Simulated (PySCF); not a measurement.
# A diatomic session: CaAl

Aim: find the lowest electronic state of CaAl, scan its bond at several levels of theory, and get bond length, wavenumber and dissociation energy from each curve.

Method: Ca x2c-SVPall, Al x2c-SVPall, spin-free X2C with a Gaussian nucleus; program: PySCF 2.14.0.

## Step 1: Input

Settings of the job:

```yaml
atoms: Ca, Al
charge: 0
basis: Ca x2c-SVPall, Al x2c-SVPall
Hamiltonian: spin-free X2C with a Gaussian nucleus
basis_functions: 42
electrons_treated: 33
masses_in_u: 39.9626, 26.9815
levels: PBE0, PBE, r²SCAN, M06, M06-L, B2PLYP, LC-ωPBE, HF, MP2, SCS-MP2, CCSD, CCSD(T)
grid: 80 radial by 434 angular points
occupations: held fixed by the projection of orbital angular momentum
dissociation_limit: Ca + Al, each in its ground configuration
starting_distance_in_angstrom: 2.785
values_of_2S_to_try: 1, 3
```

On the command line:

```console
$ OMP_NUM_THREADS=1 python dia.py task.json out
```

Further steps of the session: First curve: PBE0; Higher solutions at PBE0; PBE; r²SCAN (meta-GGA); M06 (hybrid meta-GGA); M06-L; B2PLYP; LC-ωPBE; ROHF; MP2 and coupled cluster.

Q: Predict the outcome of this session. Wanted: for each run, Re; ωe; De; μ.

The runs gave:

Lowest PBE0 solution found, without spin–orbit coupling: ²Π (doublet), unpaired electrons π ↑. State 3 has its PBE0 minimum 0.65 eV higher. The other levels ran on the lowest alone.

```tsv
level	Re (Å)	ωe (cm⁻¹)	De (eV)	μ (D)
ROHF	4.102	37.1	0.020	-1.25
ROHF-MP2	3.353	126.9	0.264	n/a
ROHF-SCS-MP2	3.410	112.7	0.203	n/a
ROHF-CCSD	3.358	128.7	0.242	n/a
ROHF-CCSD(T)	3.292	146.6	0.318	n/a
PBE	3.141	189.0	0.78	-2.56
r²SCAN	3.125	199.6	0.83	-3.03
M06-L	3.127	192.6	0.67	-2.68
PBE0	3.158	183.0	0.63	-2.82
M06	3.131	185.1	0.59	-2.20
LC-ωPBE	3.106	200.5	0.57	-3.30
B2PLYP	3.323	125.1	0.305	-2.65
```

De is counted to Ca + Al in their ground configurations. A positive dipole means Ca(−)Al(+). ⟨S²⟩ is off the pure value of 0.75 by over a tenth at r²SCAN 1.18, PBE0 0.97, LC-ωPBE 1.40, B2PLYP 1.00.

What this shows: The methods spread over 0.996 Å in bond length, from LC-ωPBE to ROHF. CCSD(T) can't serve as the judge here: for a weak bond in this basis it is far from its limit. Of the levels with a De here, ROHF gives the least (0.020 eV) and r²SCAN the most (0.83 eV).

Correlated steps freeze 10 core orbitals. B2PLYP dipoles, levels and charges come from its SCF part alone.
